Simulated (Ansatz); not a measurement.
# Mn (Mn, hcp): the cost of one run

Program: Ansatz 0.2.0. Level of theory: DFT LDA (PW92), plane waves (420 eV) with PAW, scalar-relativistic; PBE-made PAW files. These are calculated values, not measurements.

### 1 The system as given

The structure is hexagonal, space group P6_3/mmc (No. 194). The conventional cell has a = 2.552 Å, b = 2.552 Å, c = 4.167 Å, α = 90.00°, β = 90.00°, γ = 120.00°. Around Mn (site symmetry -6m2) lie 12 Mn at 2.55 Å.

Structure file:

```xyz
2
Lattice="2.5518 0.0000 0.0000 -1.2759 2.2099 0.0000 0.0000 0.0000 4.1671" Properties=species:S:1:pos:R:3 pbc="T T T"
Mn    0.0000    1.4733    1.0418
Mn    1.2759    0.7366    3.1253
```

The atoms start with moments of +3 ×2 μB.

### 2 Relaxing cell and atoms

File input.yaml:

```yaml
crystal:
  lattice:
    - [2.5517868831, 0.0, 0.0]
    - [-1.2758934415, 2.2099122658, 0.0]
    - [0.0, 0.0, 4.1670679801]
  atoms:
    - { symbol: Mn, position: [0.3333333333, 0.6666666667, 0.25], spin: 3.0 }
    - { symbol: Mn, position: [0.6666666667, 0.3333333333, 0.75], spin: 3.0 }
hamiltonian:
  xc: lda
  pseudopotentials:
    kind: paw
    azcp:
      Mn: "pseudopotentials/Mn.paw.azcp"
basis:
  ecutwfc: 420
  fft_grid_basis: typed
kpoints:
  mp_grid: { grid: [14, 14, 8], shift: [0, 0, 0] }
magnetization:
  spin_polarized: true
scf:
  occupations: { method: fermi_dirac, width: 0.05 }
relax:
  max_steps: 60
  f_tol: 0.01
  cell: {}
```

Run with:

```sh
> ansatz run input.yaml --threads 2 --pin off --max-ram 5120MiB --backend cpu --events-out ev --progress --plain --runs-dir out
```

Q: Estimate wall time and peak memory on 2 threads of Intel Xeon Platinum 8488C (Sapphire Rapids), shared host.

About 45 s, with a peak of 0.4 GiB.
